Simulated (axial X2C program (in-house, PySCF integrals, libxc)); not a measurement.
**A two-component session on HfSe⁺: EOM-EA-CCSD levels**

Wanted for HfSe⁺: EOM-EA-CCSD levels, at the two-component level.

Method: two-component X2C with atomic mean-field terms, Hf dyall-acv3z, Se dyall-acv3z; program: an in-house X2C program for linear molecules on PySCF integrals.

All values are calculated.

## 1. Input

task.json reads:

```json
{
 "zs": [
  72,
  34
 ],
 "q": 1,
 "bas": [
  "dyall-acv3z",
  "dyall-acv3z"
 ],
 "r0": 2.35,
 "eom": "ea",
 "thr": -2.0,
 "nmax": 92,
 "grid": [
  1,
  0.96,
  1.045,
  0.92,
  1.09,
  1.15
 ]
}
```

Keys: zs atomic numbers; q charge; bas basis sets; r0 starting distance in Å; eom kind of EOM run; thr threshold in hartree for freezing inner shells (an s shell follows its p shell); nmax most natural virtual spinors; grid distances as factors.

Run with:

```console
> python soeom.py task.json out
```

After this run come: EOM-EA-CCSD at 2.247 Å.

What does the calculation give? Wanted: next root led by one particle; T1 of the reference.

**Answer**, as computed:

| quantity | value |
| --- | --- |
| lowest root at 2.247 Å | Ω = 1/2, 13.386 eV |
| next root led by one particle | Ω = 3/2, about 6710 cm⁻¹ higher |
| T1 of the reference | 0.027 |

**Reading.** The added electron is bound by 13.39 eV in a spinor of 48% Hf sσ, 31% Hf dσ, 9% Se pσ. Errors of 0.1 to 0.3 eV are usual at this size, and roots led by higher excitations are left out, so the list is incomplete, and low states of that kind can be missing. T1 or the largest double amplitude of the reference is raised, which lowers the reliability.
